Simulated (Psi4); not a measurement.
# SnCl2 (SMILES [Cl][Sn][Cl]): B3LYP/def2-QZVPD (density fitting, core potential, sweep point 6)

Aim: the vertical singlet–triplet gap of SnCl2 at B3LYP/def2-QZVPD (density fitting, core potential, sweep point 6), from 2 runs. 

Program for the calculation: Psi4 1.11.

### Step 1. Starting point

The species is SnCl2 (3 atoms), meant as a singlet with charge 0. SMILES: `[Cl][Sn][Cl]`. The shape comes from GFN2-xTB, which is rough for such elements, and wasn't checked as a minimum.

Bond lengths: Sn1–Cl2 2.378 Å, Sn1–Cl3 2.377 Å. Angles: Cl2–Sn1–Cl3 99.5°.

### Step 2. A single-point energy at B3LYP/def2-QZVPD (density fitting, core potential, sweep point 6)

Contents of calc.py:

```python
import psi4

psi4.set_memory(1600000000)
psi4.set_num_threads(1)
psi4.set_output_file('psi4.out', False)

mol = psi4.geometry("""
Sn     0.004910    -0.007160    -1.023740
Cl     1.812600    -0.019020     0.521020
Cl    -1.817510     0.026180     0.502720
units angstrom
symmetry c1
""")

psi4.set_options(dict(basis='def2-QZVPD', puream=True, scf_type='df', dft_radial_points=99, dft_spherical_points=590))

energy_value = psi4.energy("b3lyp")
print(f'b3lyp energy: {energy_value:.10f} Eh')
for k, v in sorted(psi4.core.scalar_variables().items()):
    print(f'{k:45s} {v:18.10f}')
```

Run with:

```bash
python calc.py
```

psi4.out:

```text
[...]
    !!!  WARNING: ECP capability is in beta. Please check occupations closely.  !!!
[...]
  Running in c1 symmetry.
[...]
  Nuclear repulsion =  208.601236606419718
[...]
  Multiplicity = 1
[...]
  Nalpha       = 28
  Nbeta        = 28
[...]
    Number of basis functions: 246
[...]
   @DF-RKS iter   1: -1134.66368583954250   -9.01640e-01   3.58942e-03 DIIS/ADIIS
[...]
   @DF-RKS iter   8: -1134.98254649372893   -4.13640e-08   4.12368e-07 DIIS
[...]
    Orbital Energies [Eh]
    ---------------------
    Doubly Occupied:
       1A   -101.512345     2A   -101.512295     3A     -9.444305
       4A     -9.444252     5A     -7.202740     6A     -7.202688
       7A     -7.200099     8A     -7.200046     9A     -7.198851
      10A     -7.198799    11A     -5.149131    12A     -3.493405
      13A     -3.487501    14A     -3.485675    15A     -1.075302
      16A     -1.072202    17A     -1.070665    18A     -1.070519
      19A     -1.065454    20A     -0.809167    21A     -0.793360
      22A     -0.492094    23A     -0.370868    24A     -0.342069
      25A     -0.339164    26A     -0.322015    27A     -0.312645
      28A     -0.290780
[...]
  @DF-RKS Final Energy: -1134.98254649372893
   => Energetics <=
    Nuclear Repulsion Energy =            208.6012366064197181
    One-Electron Energy =               -2064.1326710717285096
    Two-Electron Energy =                 780.8060387591373228
    DFT Exchange-Correlation Energy =     -60.2571507875575278
    Empirical Dispersion Energy =           0.0000000000000000
    VV10 Nonlocal Energy =                  0.0000000000000000
    Total Energy =                      -1134.9825464937291599
[...]
 Multipole Moments:
 ------------------------------------------------------------------------------------
     Multipole            Electronic (a.u.)      Nuclear  (a.u.)        Total (a.u.)
 ------------------------------------------------------------------------------------
 L = 1.  Multiply by 2.5417464519 to convert [e a0] to [Debye]
 Dipole X            :         -0.1952010            0.1894463           -0.0057547
 Dipole Y            :        -40.1085553           38.7973534           -1.3112019
 Dipole Z            :         -0.0000057           -0.0000000           -0.0000057
 Magnitude           :                                                    1.3112145
[...]
```

Standard output:

```text
b3lyp energy: -1134.9825464937 Eh
CURRENT ENERGY                                  -1134.9825464937
CURRENT REFERENCE ENERGY                        -1134.9825464937
DD SOLVATION ENERGY                                 0.0000000000
DFT FUNCTIONAL TOTAL ENERGY                     -1134.9825464937
DFT TOTAL ENERGY                                -1134.9825464937
DFT VV10 ENERGY                                     0.0000000000
DFT XC ENERGY                                     -60.2571507876
GRID ELECTRONS ALPHA                               27.9999996740
GRID ELECTRONS BETA                                27.9999996740
GRID ELECTRONS TOTAL                               55.9999993481
NUCLEAR REPULSION ENERGY                          208.6012366064
ONE-ELECTRON ENERGY                             -2064.1326710717
PCM POLARIZATION ENERGY                             0.0000000000
PE ENERGY                                           0.0000000000
SCF ITERATION ENERGY                            -1134.9825464937
SCF ITERATIONS                                      8.0000000000
SCF TOTAL ENERGY                                -1134.9825464937
TWO-ELECTRON ENERGY                               780.8060387591
XC GRID RADIAL POINTS                              99.0000000000
XC GRID SPHERICAL POINTS                          590.0000000000
XC GRID TOTAL POINTS                           170012.0000000000
```

It took 15 s on 1 thread of Intel Xeon Platinum 8488C (Sapphire Rapids), shared host; peak memory 1.3 GiB.

### Step 3. The triplet, same level

Contents of cl2sn.py:

```python
import psi4

psi4.set_memory(1600000000)
psi4.set_num_threads(1)
psi4.set_output_file('cl2sn.out', False)

m = psi4.geometry("""
0 3
Sn     0.004910    -0.007160    -1.023740
Cl     1.812600    -0.019020     0.521020
Cl    -1.817510     0.026180     0.502720
units angstrom
symmetry c1
""")

psi4.set_options({
    'basis': 'def2-QZVPD',
    'reference': 'uks',
    'puream': True,
    'scf_type': 'df',
    'dft_radial_points': 99,
    'dft_spherical_points': 590,
    'maxiter': 150,
})

E, wfn = psi4.energy("b3lyp", return_wfn=True)
print(f'b3lyp energy: {E:.10f} Eh')
```

Run with:

```bash
python cl2sn.py
```

cl2sn.out:

```text
[...]
    !!!  WARNING: ECP capability is in beta. Please check occupations closely.  !!!
[...]
  Running in c1 symmetry.
[...]
  Nuclear repulsion =  208.601236606419718
[...]
  Multiplicity = 3
[...]
  Nalpha       = 29
  Nbeta        = 27
[...]
    Number of basis functions: 246
[...]
   @DF-UKS iter   1: -1134.43851222764170   -6.76466e-01   3.90165e-03 DIIS/ADIIS
[...]
   @DF-UKS iter  11: -1134.87310084119031   -9.55335e-07   8.80452e-07 DIIS
[...]
   @S^2 Observed:                2.004833180E+00
[...]
    Orbital Energies [Eh]
    ---------------------
    Alpha Occupied:
       1A   -101.541044     2A   -101.540995     3A     -9.471692
       4A     -9.471636     5A     -7.234706     6A     -7.234656
       7A     -7.225667     8A     -7.225607     9A     -7.225548
      10A     -7.225492    11A     -5.148110    12A     -3.490064
      13A     -3.488030    14A     -3.485432    15A     -1.077326
      16A     -1.071812    17A     -1.068327    18A     -1.068311
      19A     -1.066884    20A     -0.834517    21A     -0.820180
      22A     -0.511939    23A     -0.399514    24A     -0.361825
      25A     -0.356870    26A     -0.341479    27A     -0.333048
      28A     -0.324002    29A     -0.183776
    Alpha Virtual:
[...]
  @DF-UKS Final Energy: -1134.87310084119031
   => Energetics <=
    Nuclear Repulsion Energy =            208.6012366064197181
    One-Electron Energy =               -2063.3139657878105027
    Two-Electron Energy =                 780.0666906546787231
    DFT Exchange-Correlation Energy =     -60.2270623144779975
    Empirical Dispersion Energy =           0.0000000000000000
    VV10 Nonlocal Energy =                  0.0000000000000000
    Total Energy =                      -1134.8731008411900802
[...]
 Multipole Moments:
 ------------------------------------------------------------------------------------
     Multipole            Electronic (a.u.)      Nuclear  (a.u.)        Total (a.u.)
 ------------------------------------------------------------------------------------
 L = 1.  Multiply by 2.5417464519 to convert [e a0] to [Debye]
 Dipole X            :         -0.1937852            0.1894463           -0.0043388
 Dipole Y            :        -39.7072939           38.7973534           -0.9099405
 Dipole Z            :          0.0000024           -0.0000000            0.0000024
 Magnitude           :                                                    0.9099508
[...]
```

The script printed:

```text
b3lyp energy: -1134.8731008412 Eh
```

Run time: 29 s. Hardware: 1 thread of Intel Xeon Platinum 8488C (Sapphire Rapids), shared host; peak memory 1.3 GiB.

### Step 4. Results

Level: B3LYP/def2-QZVPD (density fitting, core potential, sweep point 6).

```
                                        quantity           value
                           singlet: total energy  -1134.98255 Eh
                          singlet: dipole moment          3.33 D
                            singlet: HOMO energy        -7.91 eV
                            singlet: LUMO energy        -3.43 eV
                          singlet: HOMO–LUMO gap         4.48 eV
                           triplet: total energy  -1134.87310 Eh
                          triplet: dipole moment          2.31 D
     triplet: HOMO energy (highest over α and β)        -5.00 eV
                                   triplet: ⟨S²⟩           2.005
vertical energy of the triplet above the singlet        2.978 eV
```

At this shape the triplet lies 2.98 eV (287 kJ/mol) above the singlet.
